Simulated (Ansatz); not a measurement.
# FGeH5Si: how energies converge with the basis set

How large a basis does FGeH5Si need? Two functionals are run in growing sets.

Computed with Ansatz 0.2.0, Gaussian basis. Level: one geometry, several basis sets.

Levels to be run: PBE0-D4/def2-SVP; ωB97M-V/def2-SVP; PBE0-D4/def2-QZVPP; ωB97M-V/def2-QZVPP; the functionals' def2-TZVPP values are taken from earlier runs.

## Step 1: Structure used throughout

The geometry comes from an earlier relaxation with PBE0-D4 in a triple-zeta def2 set; it is a stationary point, not always the lowest conformer.

SMILES `[F][GeH2][SiH3]`, 8 atoms, charge 0, spin multiplicity 1.

Atoms are counted from 1 here; the program's logs count them from 0.

Bond lengths: F1–Ge2 1.751 Å, Ge2–Si3 2.385 Å, Ge2–H4 1.539 Å, Ge2–H5 1.539 Å, Si3–H6 1.484 Å, Si3–H7 1.487 Å, Si3–H8 1.484 Å. Angles: F1–Ge2–Si3 106.5°, F1–Ge2–H4 105.4°, F1–Ge2–H5 105.4°, Si3–Ge2–H4 114.2°, Si3–Ge2–H5 114.3°, H4–Ge2–H5 110.1°, Ge2–Si3–H6 109.6°, Ge2–Si3–H7 108.6°, Ge2–Si3–H8 109.6°, H6–Si3–H7 109.5°, H6–Si3–H8 110.0°, H7–Si3–H8 109.5°.

## Step 2: PBE0-D4 in def2-SVP

in.yaml reads:

```yaml
crystal:
  periodic: [false, false, false]
  atoms:
    - {symbol: F, position_ang: [-2.004373, 1.117371, -0.231059]}
    - {symbol: Ge, position_ang: [-0.457342, 0.603470, -0.870639]}
    - {symbol: Si, position_ang: [0.596014, -0.672235, 0.846599]}
    - {symbol: H, position_ang: [-0.786703, -0.198712, -2.142386]}
    - {symbol: H, position_ang: [0.284002, 1.901037, -1.239474]}
    - {symbol: H, position_ang: [0.791964, 0.176125, 2.048854]}
    - {symbol: H, position_ang: [1.916964, -1.138618, 0.347730]}
    - {symbol: H, position_ang: [-0.248228, -1.845437, 1.184776]}
basis:
  gaussian: {orbitals: def2-SVP}
hamiltonian: {xc: pbe0, dispersion: d4}
output: {orbitals: {seedname: orbitals}}
```

Further steps of the session: ωB97M-V in def2-SVP; PBE0-D4 in def2-QZVPP; ωB97M-V in def2-QZVPP.

Before running them: what should the planned runs give, taken together? Wanted: PBE0-D4: double and triple zeta above quadruple; ωB97M-V: double and triple zeta above quadruple.

The runs gave:

```
                                       quantity           value
PBE0-D4: double and triple zeta above quadruple  15.09, 1.66 eV
ωB97M-V: double and triple zeta above quadruple  15.14, 1.61 eV
```

For PBE0-D4 the step from double to triple zeta gains 13.43 eV and the next only 1.66 eV. Total energies overstate the basis error of differences, where much of it tends to cancel. The LUMO of ωB97M-V is positive and keeps falling with the basis (1.49 to 0.94 eV): an unbound level that the basis holds in place.
